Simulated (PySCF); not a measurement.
# CGaN (Gallium Cyanide): the cost of one run

Computed with PySCF 2.14.0 and routines of our own; the level stands in each step. Atoms count from 0.

### Step 1. The system as given

3 atoms, charge 0, multiplicity 1; geometry from: GFN2-xTB.

### Step 2. Optimising the geometry at PBE0-D3(BJ)/def2-SVP

The job: settings as JSON, then the geometry in Å.

```
{"job": {"xc": "PBE0", "basis": "def2-SVP", "d3": "d3bj", "grid": 1, "maxiter": 30, "shake": 0.01, "kind": "geom"}, "charge": 0, "multiplicity": 1}
N     -1.459000    -0.029010     0.001640
C     -0.325270     0.004060    -0.013860
Ga     1.790280    -0.009990    -0.006970
```

Launch:

```
$ OMP_NUM_THREADS=1 python heavy_run.py task.json out
```

This one command runs all jobs of the session in turn.

Q: Estimate the wall time and peak memory of this first job on 1 thread of Arm Neoverse V1, shared host.

About 9.2 s, with a peak of 0.28 GiB.
